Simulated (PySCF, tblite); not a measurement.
**C4H5NSi− (doublet): geometry, infrared bands and EPR parameters**

What infrared bands and EPR parameters should C4H5NSi− (doublet) (`C#C[SiH2]C[C]=[N-]`) show?

The runs use tblite 0.8.0 and PySCF 2.14.0, with density-fitted response routines of our own; the level of theory stands in each step. All values are computed, except where a source is named. Atoms count from 0, in the outputs and in this text.

## (1) The starting structure

11 atoms, charge -1, multiplicity 2; geometry from: force field or distance geometry start.

Bonds of the start (Å): C0–C1 1.22, C1–Si2 1.81, Si2–C3 1.89, C3–C4 1.50, C4–N5 1.27, C0–H6 1.06, Si2–H7 1.47, Si2–H8 1.46, C3–H9 1.12, C3–H10 1.09.

## (2) Relaxing the molecule with GFN2-xTB

Job settings and geometry (Å):

```
{"job": {"kind": "relax", "xc": "GFN2-xTB", "basis": "xTB"}, "charge": -1, "multiplicity": 2}
C      2.813900    -0.536300     0.238000
C      1.729800     0.017300     0.102400
Si     0.129700     0.842200    -0.105500
C     -1.243400    -0.389800    -0.515100
C     -1.787300    -0.863900     0.802900
N     -2.650800    -0.224500     1.482400
H      3.745100    -1.024100     0.358500
H      0.262700     1.737500    -1.269000
H     -0.272400     1.554500     1.105200
H     -0.744900    -1.214500    -1.080700
H     -1.977000     0.104500    -1.145000
```

Run with:

```bash
OMP_NUM_THREADS=1 python probes_run.py task.json out
```

This one command runs all jobs of the session in turn.

**Question.** This job is followed by: GFN2-xTB harmonic vibrations, gas phase; UKS B3LYP, pcH-1 on C H N Si, non-relativistic, mean-field spin-orbit, GIAO. Predict these results of the whole session: strongest single infrared mode (GFN2-xTB); zero-point energy (GFN2-xTB); g(iso) (B3LYP); ⟨S²⟩; largest a(iso) (averaged by class).

The runs gave:

| quantity | value |
| --- | --- |
| strongest single infrared mode (GFN2-xTB) | 2323 cm⁻¹, 935 km/mol |
| zero-point energy (GFN2-xTB) | 41.6 kcal/mol |
| g(iso) (B3LYP) | 2.00188 |
| ⟨S²⟩ | 0.757 (exact 0.75) |
| largest a(iso) (averaged by class) | 29Si on Si2, -265.7 MHz |

Relaxing lowered the energy by 1.370 eV in 99 steps; the close pair that moved most is C4–N5, from 1.271 to 1.156 Å. No mode is imaginary among the 27: a minimum at this level. The strongest single mode, at 2323 cm⁻¹, moves mainly C4 and N5. GFN2-xTB is a fitted tight-binding method: band positions and strengths are rough. Its intensities can rank the bands wrongly. C0 carries the largest spin population, 0.47 e. The isotropic g lies 0.4 ppt below the free-electron value. The records flag this anion as possibly unbound in the gas phase, so the basis may hold the extra electron. The conformer search found further structures of the same energy, which may be mirror or relabelled copies of this one.
